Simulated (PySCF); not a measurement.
**GaH3 (SMILES [GaH3]): MP2/cc-pV(T+d)Z**

What is the vertical ionisation energy of GaH3 at MP2/cc-pV(T+d)Z? The job is set up through a Python script.

Program for the calculation: PySCF 2.14.0.

## Step 1: The molecule

GaH3: 4 atoms, total charge 0, spin state singlet. As SMILES, `[GaH3]`. The coordinates come from a PBE0-D4/def2-TZVP relaxation.

Bond lengths: Ga1–H2 1.568 Å, Ga1–H3 1.568 Å, Ga1–H4 1.568 Å. Angles: H2–Ga1–H3 120.0°, H2–Ga1–H4 120.0°, H3–Ga1–H4 120.0°.

## Step 2: A single-point energy at MP2/cc-pV(T+d)Z

Contents of job.py:

```python
from pyscf import gto, mp

mol = gto.M(
    atom='''
Ga   0.013400  -0.014900  -0.004600
H    1.252400   0.343800   0.887700
H   -0.552100  -1.477800  -0.009700
H   -0.658400   1.088700  -0.893700
''',
    spin=0,
    verbose=3,
    basis='cc-pv(t+d)z',
    max_memory=1860,
)

mf = mol.RHF()
mf.conv_tol = 1e-10
mf.kernel()
if not mf.converged:
    mf = mf.newton().run(mf.mo_coeff, mf.mo_occ)

pt = mp.MP2(mf, frozen=9).run()
e_final = pt.e_tot
print('E = %.10f Eh' % e_final)
```

Command:

```
$ OMP_NUM_THREADS=1 python job.py
```

Log:

```text
converged SCF energy = -1925.0013210612
E(RMP2) = -1925.17825980502  E_corr = -0.176938743817608
E(SCS-RMP2) = -1925.18080116545  E_corr = -0.179480104246246
E = -1925.1782598050 Eh
```

Run time: 1.9 s. Hardware: 1 thread of Arm Neoverse V2, shared host; peak memory 0.19 GiB.

## Step 3: The doublet cation

Contents of input.py:

```python
from pyscf import gto, scf, mp

mol = gto.M(
    atom=[
    ('Ga', (0.013400, -0.014900, -0.004600)),
    ('H', (1.252400, 0.343800, 0.887700)),
    ('H', (-0.552100, -1.477800, -0.009700)),
    ('H', (-0.658400, 1.088700, -0.893700)),
],
    verbose=3,
    charge=1,
    max_memory=1860,
    basis='cc-pv(t+d)z',
    spin=1,
)

myscf = scf.UHF(mol)
myscf.conv_tol = 1e-10
myscf.kernel()
if not myscf.converged:
    myscf = myscf.newton().run(myscf.mo_coeff, myscf.mo_occ)

pt = mp.MP2(myscf, frozen=9).run()
e_final = pt.e_tot
print('E = %.10f Eh' % e_final)
```

Command:

```
$ OMP_NUM_THREADS=1 python input.py
```

Log:

```text
converged SCF energy = -1924.61131131781  <S^2> = 0.77740611  2S+1 = 2.0272209
E(UMP2) = -1924.7605439731  E_corr = -0.14923265528746
E(SCS-UMP2) = -1924.76021773897  E_corr = -0.148906421155266
E = -1924.7605439731 Eh
```

Run time: 3 s. Hardware: 1 thread of Arm Neoverse V2, shared host; peak memory 0.19 GiB.

## Step 4: Summary of results

Level: MP2/cc-pV(T+d)Z, 9 core orbitals frozen.

```
                                                                  quantity           value
                                                singlet GaH3: total energy  -1925.17826 Eh
                        singlet GaH3: dipole moment (Hartree–Fock density)          0.00 D
                         singlet GaH3: HOMO energy (Hartree–Fock orbitals)       -11.66 eV
                         singlet GaH3: LUMO energy (Hartree–Fock orbitals)         0.86 eV
                       singlet GaH3: HOMO–LUMO gap (Hartree–Fock orbitals)        12.51 eV
                 singlet GaH3: correlation energy (9 core orbitals frozen)      -176.9 mEh
                                              doublet cation: total energy  -1924.76054 Eh
doublet cation: HOMO energy (Hartree–Fock orbitals) (highest over α and β)       -17.66 eV
 doublet cation: LUMO energy (Hartree–Fock orbitals) (lowest over α and β)        -9.70 eV
               doublet cation: correlation energy (9 core orbitals frozen)      -149.2 mEh
                         doublet cation: ⟨S²⟩ of the reference determinant           0.777
                        vertical ionisation energy (to the doublet cation)       11.367 eV
```

In words: Removing an electron at fixed nuclei costs 11.37 eV (262 kcal/mol).
